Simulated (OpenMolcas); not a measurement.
# SnCl2 (SMILES [Cl][Sn][Cl]): levels of theory compared

We compute a comparison of 6 runs (HF/3-21G, B2PLYP/def2-SVP, B3LYP/def2-SVP, SVWN5/def2-SVP, revPBE/def2-SVP, CCSD(T)/def2-SVP) of SnCl2. 

The calculation is run with OpenMolcas 26.06.

**1. The molecule**

The species is SnCl2 (3 atoms), meant as a singlet with charge 0. SMILES: `[Cl][Sn][Cl]`. The shape is that of a PBE0-D4/def2-TZVP optimisation.

Bond lengths: Cl1–Sn2 2.363 Å, Sn2–Cl3 2.363 Å. Angles: Cl1–Sn2–Cl3 98.4°.

**2. Energy and forces at HF/3-21G (run 1)**

Contents of mol.input:

```
&GATEWAY
 BASLIB=$CurrDir
 COORD
 3
 angstrom
 Cl       1.154200       1.220700       0.756000
 Sn      -0.796900       0.518900      -0.376600
 Cl      -0.368200      -1.804500      -0.392600
 BASIS=3-21G
 GROUP=NoSym

&SEWARD

&SCF
 THRESHOLDS=1e-10 1e-07 1e-07 1e-05
 PRORBITALS=1 1

&ALASKA
```

The basis set 3-21G is read from a file made from the Basis Set Exchange's data (not shown).

Started as:

```sh
export MOLCAS_MEM=1860
pymolcas mol.input > mol.log
```

Output:

```text
--- Start Module: gateway ---
[...]
--- Stop Module: gateway /rc=_RC_ALL_IS_WELL_ ---
[...]
      Basis functions           57
[...]
--- Start Module: scf ---
[...]
       Convergence after  10 Iterations
[...]
::    Total SCF energy                              -6910.9984082398
[...]
      Total spin, S                                     0.0000000000
[...]
      Total electronic charge=   84.000000
      Total            charge=   -0.000000
[...]
      Dipole Moment (debye):
      Origin of the operator (angstrom)=   -0.3585    0.2202   -0.1709
                   X= -3.5545E+00               Y=  2.4222E+00               Z= -1.6678E+00           Total=  4.6134E+00
      Quadrupole Moment (debye*angstrom):
[...]
--- Stop Module: scf /rc=_RC_ALL_IS_WELL_ ---
--- Start Module: alaska ---
[...]
 *              Molecular gradients               *
 **************************************************
  Irreducible representation: a
 ------------------------------------------------------------------------------------------
                              X                       Y                       Z
 ------------------------------------------------------------------------------------------
  CL1              -2.31206696046087E-02   -8.41072470065285E-03   -1.34314738241059E-02
  SN2               2.81284710739627E-02   -1.91591519949021E-02    1.31986696889221E-02
  CL3              -5.00780146928825E-03    2.75698766955728E-02    2.32804135193110E-04
 ------------------------------------------------------------------------------------------
--- Stop Module: alaska /rc=_RC_ALL_IS_WELL_ ---
[...]
```

Wall time 3.6 s (1 thread of Arm Neoverse V1, shared host); peak memory 0.39 GiB.

**3. A single-point energy at B2PLYP/def2-SVP (core potential) (run 2)**

Contents of job.input:

```
* Cl2Sn Kohn-Sham DFT
>>> EXPORT MOLCAS_PRINT=2

&GATEWAY
  BasLib=$CurrDir
  Coord
  3
  bohr
  Cl     2.18112189     2.30678868     1.42863295
  Sn    -1.50592275     0.98057889    -0.71167086
  Cl    -0.69579716    -3.41001079    -0.74190648
  Basis=def2-SVP
  Group=NoSym

&SEWARD
  GridInput
  Grid=UltraFine
  End of Grid

&SCF
  KSDFT=B2PLYP_SCF
  Thresholds=1e-10 1e-07 1e-07 1e-05
  PrOrbitals=1 1

&MBPT2
  Frozen=14
```

The basis set def2-SVP is read from a file made from the Basis Set Exchange's data (not shown).

Started as:

```sh
export MOLCAS_MEM=1860
pymolcas job.input > job.log
```

Output:

```text
--- Start Module: gateway ---
[...]
--- Stop Module: gateway /rc=_RC_ALL_IS_WELL_ ---
[...]
      Basis functions           62
[...]
--- Start Module: scf ---
[...]
       Convergence after  14 Iterations
[...]
::    Total KS-DFT energy                           -1133.8311047299
[...]
      Total spin, S                                     0.0000000000
[...]
      Total electronic charge=   56.000000
      Total            charge=   -0.000000
[...]
      Dipole Moment (debye):
      Origin of the operator (angstrom)=   -0.3585    0.2202   -0.1709
                   X= -2.5351E+00               Y=  1.7276E+00               Z= -1.1895E+00           Total=  3.2903E+00
      Quadrupole Moment (debye*angstrom):
[...]
--- Stop Module: scf /rc=_RC_ALL_IS_WELL_ ---
[...]
--- Start Module: mbpt2 ---
[...]
 ###    WARNING: MP2 implementation intended for RHF references only         ###
 ###############################################################################
MBPT2 WARNING: Reference function according to RunFile:KS-DFT
I'll assume you know what you're doing and continue
WARNING!
Default frozen orbitals as non valence orbitals is overwritten by user input.
Default values:  10
[...]
       Reference weight ( Cref**2 )         =        0.81845
::    Total MBPT2 energy                            -1134.2603245194
[...]
      Total MBPT2 calculations                           0.10      0.12
--- Stop Module: mbpt2 /rc=_RC_ALL_IS_WELL_ ---
[...]
```

Run time: 7.8 s. Hardware: 1 thread of Arm Neoverse V1, shared host; peak memory 0.4 GiB.

Runs 3 to 5 aren't shown in full; the table further down has their settings and results.

**4. The energy at CCSD(T)/def2-SVP (core potential) (run 6)**

Contents of coord.xyz:

```xyz
3

Cl     1.154200     1.220700     0.756000
Sn    -0.796900     0.518900    -0.376600
Cl    -0.368200    -1.804500    -0.392600
```

Contents of mol.input:

```
&GATEWAY
BasLib=$CurrDir
Coord=coord.xyz
Basis=def2-SVP
Group=NoSym
&SEWARD
&SCF
Thresholds=1e-10 1e-07 1e-07 1e-05
PrOrbitals=1 1
&RASSCF
FileOrb=$Project.ScfOrb
Spin=1
Nactel=0 0 0
Inactive=28
Ras2=0
OutOrbitals=Canonical
OrbListing=Nothing
&MOTRA
JobIph
Frozen=14
&CCSDT
CCT
Triples=2
Iterations=80
Accuracy=1e-08
Extrapolation=5 4
```

The basis set def2-SVP is read from a file made from the Basis Set Exchange's data (not shown).

Started as:

```sh
export MOLCAS_MEM=1860
pymolcas mol.input > mol.log
```

Output:

```text
--- Start Module: gateway ---
[...]
--- Stop Module: gateway /rc=_RC_ALL_IS_WELL_ ---
[...]
      Basis functions           62
[...]
       Convergence after  13 Iterations
[...]
::    Total SCF energy                              -1132.1694502288
[...]
      Total spin, S                                     0.0000000000
[...]
      Number of active orbitals                  0
[...]
      Spin quantum number                      0.0
[...]
      Active orbitals                            0
[...]
      Number of CSFs                             1
[...]
      Number of root(s) required                 1
[...]
      Convergence after  4 iterations
[...]
      Natural orbitals and occupation numbers for root  1
      ************************************************************************************************************************
      *                                                    Final results                                                     *
      ************************************************************************************************************************
[...]
::    RASSCF root number  1 Total energy:  -1132.16945023
[...]
      Total electronic charge=   56.000000
      Total            charge=   -0.000000
[...]
      Dipole Moment (debye):
      Origin of the operator (angstrom)=   -0.3585    0.2202   -0.1709
                   X= -2.6936E+00               Y=  1.8355E+00               Z= -1.2638E+00           Total=  3.4959E+00
      Quadrupole Moment (debye*angstrom):
[...]
--- Start Module: motra ---
[...]
      *** WARNING: Default frozen orbitals is overwritten by user input.
      *** Default values:  10
[...]
--- Stop Module: motra /rc=_RC_ALL_IS_WELL_ ---
--- Start Module: ccsdt ---
[...]
      Convergence after                    14  Iterations
      Total energy (diff) :   -1132.54700815      -0.00000001
[...]
 METHOD                       : CCSD+T(CCSD)+<T3(1)WT1> = CCSD(T)
[...]
       CCSD     =     -1132.5470081505798
[...]
--- Stop Module: ccsdt /rc=_RC_ALL_IS_WELL_ ---
[...]
```

Run time: 12 s. Hardware: 1 thread of Arm Neoverse V1, shared host; peak memory 0.4 GiB.

**5. All runs side by side**

| run | level | task | frozen core orbitals | energy (Eh) | dipole moment (D) of the reference | HOMO energy (eV) | LUMO energy (eV) | wall time |
| --- | --- | --- | --- | --- | --- | --- | --- | --- |
| 1 | HF/3-21G | gradient | – | -6910.998408 | 4.61 | -10.27 | -0.88 | 3.6 s |
| 2 | B2PLYP/def2-SVP (core potential) | energy | 14 | -1133.946994 | 3.29 | -8.65 | -1.98 | 7.8 s |
| 3 | B3LYP/def2-SVP (core potential) | gradient | – | -1134.617877 | 3.01 | -7.59 | -3.14 | 9.9 s |
| 4 | SVWN5/def2-SVP (core potential) | gradient | – | -1131.222370 | 2.66 | -6.87 | -3.80 | 8.7 s |
| 5 | revPBE/def2-SVP (core potential) | gradient | – | -1134.395623 | 2.86 | -6.69 | -3.52 | 9.9 s |
| 6 | CCSD(T)/def2-SVP (core potential) | energy | 14 | -1132.556862 | 3.50 | -10.11 | -0.27 | 12 s |

**6. Outcome**

| quantity | value |
| --- | --- |
| run 6: total energy | -1132.55686 Eh |
| run 6: dipole moment (mean-field density) | 3.50 D |
| run 6: HOMO energy (Hartree–Fock orbitals) | -10.11 eV |
| run 6: LUMO energy (Hartree–Fock orbitals) | -0.27 eV |
| run 6: HOMO–LUMO gap (Hartree–Fock orbitals) | 9.83 eV |
| run 6: correlation energy (14 core orbitals frozen) | -387.4 mEh |
| run 6: (T) correction | -9.85 mEh |

**Reading.** Over runs 1, 2, 3, 4, 5 the dipole moment (its size) runs from 2.66 D (SVWN5/def2-SVP) to 4.61 D (HF/3-21G). The two ends differ in method and basis and core potential. Over runs 1, 2, 3, 4, 5 the HOMO–LUMO gap runs from 3.08 eV (SVWN5/def2-SVP) to 9.39 eV (HF/3-21G). For B2PLYP the log adds the whole second-order term; the table takes 0.27 of it, as the functional is defined. Totals of different functionals can't be ranked against each other. Some runs of one species differ in core potentials or relativity; totals across that change don't compare. In run 1 relativity is left out where basis or elements ask for it. All runs together took 52 s, the longest 12 s.
